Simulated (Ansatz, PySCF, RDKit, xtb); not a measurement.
**GaBNH3: a search for the lowest isomer**

Only the formula GaBNH3 is given. Aim: find the structure of lowest free energy at 298.15 K, then its properties.

Plan: many cheap relaxations first (GFN2-xTB), then density-functional screening, relaxation at B3LYP/6-31G*, vibrations and a final energy. The numbers are computed, not measured.

7 further runs of the same task are left out: 7 set aside as unsound or not needed.

## Step 1: Drawing up candidates

A program enumerates the bonding patterns with one Lewis structure each (two rings at most, one unusual centre or charged pair), with their diastereomers. O–O, O–halogen and N–halogen bonds and N–N–N chains are not drawn. That gives 17 candidates.

c014 B[N-][GaH+]; c015 [BH]1[NH][GaH]1; c205 [BH2-]1[NH][Ga+]1; c246 [B][NH][GaH2]; c315 N[BH][Ga] (triplet); c501 [B][GaH][NH2] (triplet); c517 B[NH][Ga] (triplet); c606 [B][GaH][NH2]; c610 B[NH][Ga]; c685 N=[B][GaH2]; c704 [BH2][Ga+][NH-]; c724 N[BH][Ga]; c750 [B]1=[NH+][GaH2-]1; c791 B=[N][GaH2]; c917 [B][NH][GaH2] (triplet); c993 N=[BH-][GaH+]; c994 B#[N+][GaH3-].

Candidates are built by distance geometry, with a force field where one applies, in up to four conformers (letters a to d). 16 starts with atoms placed at random are added, to find patterns that the rules miss.

**Question.** With final energies at CCSD(T)/def2-TZVPP, which structure will this search put lowest in free energy, and by what margin?

| quantity | value |
| --- | --- |
| lowest structure found | B[NH][Ga], singlet, Cs |
| next finalist | B=[N][GaH2], singlet, 15.0 kcal/mol higher in G |
| share at equilibrium, among the finalists | 100.0 % |
| harmonic wavenumbers, lowest and highest (B3LYP/6-31G*) | 138 and 3549 cm⁻¹ |
| rotational constants, same geometry | 1.29, 0.1535, 0.1372 cm⁻¹ |
| dipole moment (PBE0/def2-TZVPD) | 1.78 D |
| HOMO energy (PBE0/def2-TZVPD) | -6.92 eV |
| LUMO energy (PBE0/def2-TZVPD) | -1.29 eV |
| HOMO–LUMO gap (PBE0/def2-TZVPD) | 5.62 eV |
| lowest excitation (TD-CAM-B3LYP/def2-SVPD) | 4.78 eV (f = 0.121) |
| strongest of the states computed, same level | 6.89 eV (f = 0.190) |
| lowest triplet excitation, same level, Tamm-Dancoff | 3.37 eV |
| vertical ionisation energy | 9.03 eV |
| vertical electron affinity | -0.27 eV (unbound: the value depends on the basis) |
| vertical triplet less singlet | +3.27 eV |

The lowest structure found is `B[NH][Ga]`. The margin of 15.0 kcal/mol over the next finalist is beyond the usual error of the last level; it says nothing of structures that weren't ranked. r2SCAN-D4/def2-SVP, B3LYP/6-31G*, HF/def2-TZVPP and MP2/def2-TZVPP already put its bonding pattern lowest among the structures in one piece. Lowest found is not proven lowest: the search is finite, and each finalist counts with one conformer. Patterns outside the rules of the enumeration were met only by chance. The lowest isomer need not be the one that is made and kept in a bottle, which depends on barriers.
